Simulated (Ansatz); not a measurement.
# F (fcc type): the cost of one run

Method: DFT LDA, with the methods named in each step, in Ansatz 0.2.0.

## Step 1: The starting structure

The structure is cubic, space group Fm-3m (No. 225). Conventional cell: a = 3.733 Å, b = 3.733 Å, c = 3.733 Å, α = 90.00°, β = 90.00°, γ = 90.00°. Around F (site symmetry m-3m) lie 12 F at 2.64 Å.

Coordinates:

```
F
1.0
     0.00000    1.86626    1.86626
     1.86626    0.00000    1.86626
     1.86626    1.86626    0.00000
F
1
Direct
  0.00000 0.00000 0.00000
```

Whether this phase is the stable one at these pressures isn't tested.

## Step 2: Cell relaxed at zero pressure, PAW

File input.yaml:

```yaml
crystal:
  lattice:
    - [0.0, 1.8662555784, 1.8662555784]
    - [1.8662555784, 0.0, 1.8662555784]
    - [1.8662555784, 1.8662555784, 0.0]
  atoms:
    - { symbol: F, position: [0.0, 0.0, 0.0] }
kpoints:
  mp_grid: { grid: [17, 17, 17] }
scf:
  occupations: { method: fermi_dirac, width: 0.05 }
hamiltonian:
  xc: lda
  pseudopotentials: { kind: paw }
output:
  forces: true
  stress: true
relax:
  f_tol: 0.005
  max_steps: 40
  cell: {}
```

Run with:

```
ansatz run input.yaml --threads 1 --pin off --max-ram 2048MiB --backend cpu --events-out ev --progress --plain --runs-dir out
```

Q: Estimate wall time and peak memory on 1 thread of Arm Neoverse V2, shared host.

About 9 s, with a peak of 0.26 GiB.
